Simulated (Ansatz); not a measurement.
# Si (diamond type): a single-point run

The task is a single-point run on Si (diamond type). The structure is shown as the input types it.

Method: DFT, PBE, all-electron LAPW, scalar-relativistic, in Ansatz 0.2.0.

**1. The system as given**

Symmetry: Fd-3m, No. 227, cubic system. The conventional cell has a = 5.471 Å, b = 5.471 Å, c = 5.471 Å, α = 90.00°, β = 90.00°, γ = 90.00°. Si (site symmetry -43m) is surrounded by 4 Si at 2.37 Å.

As a file:

```
CELL_PARAMETERS angstrom
-5.47094 5.47094 5.47094
0.00000 -2.73547 2.73547
5.47094 2.73547 2.73547
ATOMIC_POSITIONS crystal
Si 0.29167 0.00000 0.16667
Si 0.29167 0.50000 0.66667
Si 0.62500 0.50000 0.00000
Si 0.62500 0.00000 0.50000
Si 0.95833 0.50000 0.33333
Si 0.95833 0.00000 0.83333
Si 0.04167 0.00000 0.16667
Si 0.04167 0.50000 0.66667
Si 0.37500 0.50000 0.00000
Si 0.37500 0.00000 0.50000
Si 0.70833 0.50000 0.33333
Si 0.70833 0.00000 0.83333
```

**2. The calculation**

The input, input.yaml:

```yaml
crystal:
  lattice:
    - [-5.4709431802, 5.4709431802, 5.4709431802]
    - [0.0, -2.7354715901, 2.7354715901]
    - [5.4709431802, 2.7354715901, 2.7354715901]
  atoms:
    - { symbol: Si, position: [0.291666667, 0.0, 0.166666667] }
    - { symbol: Si, position: [0.291666667, 0.5, 0.666666667] }
    - { symbol: Si, position: [0.625, 0.5, 0.0] }
    - { symbol: Si, position: [0.625, 0.0, 0.5] }
    - { symbol: Si, position: [0.958333333, 0.5, 0.333333333] }
    - { symbol: Si, position: [0.958333333, 0.0, 0.833333333] }
    - { symbol: Si, position: [0.041666667, 0.0, 0.166666667] }
    - { symbol: Si, position: [0.041666667, 0.5, 0.666666667] }
    - { symbol: Si, position: [0.375, 0.5, 0.0] }
    - { symbol: Si, position: [0.375, 0.0, 0.5] }
    - { symbol: Si, position: [0.708333333, 0.5, 0.333333333] }
    - { symbol: Si, position: [0.708333333, 0.0, 0.833333333] }
kpoints:
  mp_grid: { grid: [3, 7, 4] }
scf:
  occupations: { method: fermi_dirac, width: 0.02 }
  max_iter: 3
hamiltonian:
  xc: pbe
  pseudopotentials: { kind: all_electron, lapw: { basis_error: 0.001 } }
output:
  forces: true
  stress: true
  eigenvalues: true
```

Started as:

```console
ansatz run input.yaml --threads 1 --pin off --max-ram 3584MiB --backend cpu --events-out ev --progress --plain --runs-dir out
```

**Question.** How will this run end, and is anything wrong with its input?

No self-consistency after 3 cycles. The density residual dr2 fell from 4.31 to 0.0282 eV (threshold 1.0e-7) and was still falling. Its numbers are not properties of the system.

In the input, scf.max_iter is 3. The limit on iterations ended the loop before it was done.

What to do: delete scf.max_iter (the default then holds).
